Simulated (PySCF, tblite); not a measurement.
# C₆H₁₅P: geometry, infrared bands and NMR shifts

What infrared bands and NMR shifts should C₆H₁₅P (`CPCC(C)(C)C`) show?

The runs use tblite 0.8.0 and PySCF 2.14.0, with density-fitted response routines of our own; the level of theory stands in each step. All values are computed, except where a source is named. Atoms are numbered from 0 throughout.

### 1 Starting geometry

22 atoms, charge 0, multiplicity 1; geometry from: force field or distance geometry start.

Bonds of the start (Å): C0–P1 1.88, P1–C2 1.85, C2–C3 1.50, C3–C4 1.51, C3–C5 1.51, C3–C6 1.53, C0–H7 1.11, C0–H8 1.11, C0–H9 1.11, P1–H10 1.45, C2–H11 1.10, C2–H12 1.12, C4–H13 1.11, C4–H14 1.09, C4–H15 1.12, C5–H16 1.11, C5–H17 1.11, C5–H18 1.11, C6–H19 1.11, C6–H20 1.11, C6–H21 1.11.

### 2 Geometry optimisation with GFN2-xTB

Job settings and geometry (Å):

```
{"job": {"kind": "relax", "xc": "GFN2-xTB", "basis": "xTB"}, "charge": 0, "multiplicity": 1}
C      3.350900     0.631100    -0.098000
P      1.562500     0.996300    -0.534600
C      0.593300    -0.437900     0.126600
C     -0.895800    -0.263300     0.008700
C     -1.388900    -0.090300    -1.410400
C     -1.405700     0.923300     0.787400
C     -1.532000    -1.564500     0.516200
H      3.415000    -0.453700     0.102500
H      4.022300     0.799800    -0.971700
H      3.694000     1.195300     0.794600
H      1.109600     2.269900    -0.023400
H      0.829900    -0.631900     1.181000
H      0.892500    -1.317200    -0.493000
H     -2.465700     0.147100    -1.336900
H     -1.193200    -0.958000    -2.044700
H     -0.860200     0.815700    -1.814000
H     -1.281100     0.818700     1.886500
H     -0.910000     1.830800     0.379900
H     -2.496200     1.017400     0.606900
H     -1.099600    -2.410100    -0.058900
H     -1.314300    -1.753000     1.590900
H     -2.637700    -1.546000     0.418100
```

On the command line:

```console
OMP_NUM_THREADS=1 python probes_run.py task.json out
```

One launch serves the whole session: the jobs run in the order shown.

**Question.** This job is followed by: GFN2-xTB harmonic vibrations, gas phase; GIAO PBE0/pcSseg-1 NMR shielding, non-relativistic, gas phase. Predict these results of the whole session: strongest single infrared mode (GFN2-xTB); zero-point energy (GFN2-xTB); 13C shifts against TMS (PBE0/pcSseg-1, means over atoms taken as alike); 1H shifts against TMS (PBE0/pcSseg-1, means over atoms taken as alike); 31P shifts against H3PO4 (PBE0/pcSseg-1).

As calculated:

| quantity | value |
| --- | --- |
| strongest single infrared mode (GFN2-xTB) | 2242 cm⁻¹, 217 km/mol |
| zero-point energy (GFN2-xTB) | 121.9 kcal/mol |
| 13C shifts against TMS (PBE0/pcSseg-1, means over atoms taken as alike) | 44.8, 32.3, 32.1, 8.2 ppm |
| 1H shifts against TMS (PBE0/pcSseg-1, means over atoms taken as alike) | 3.12, 1.56, 1.13, 1.06 ppm |
| 31P shifts against H3PO4 (PBE0/pcSseg-1) | -123.9 ppm |

**Reading.** Relaxing lowered the energy by 1.061 eV in 134 steps; the close pair that moved most is P1–H10, from 1.445 to 1.402 Å. All 60 modes are real, so the xTB geometry is a minimum. The strongest single mode, at 2242 cm⁻¹, moves mainly H10. GFN2-xTB is a fitted tight-binding method: band positions and strengths are rough. Its intensities can rank the bands wrongly. At PBE0/pcSseg-1: The largest span, 95 ppm, is at P1, where the paramagnetic term is -525 ppm.
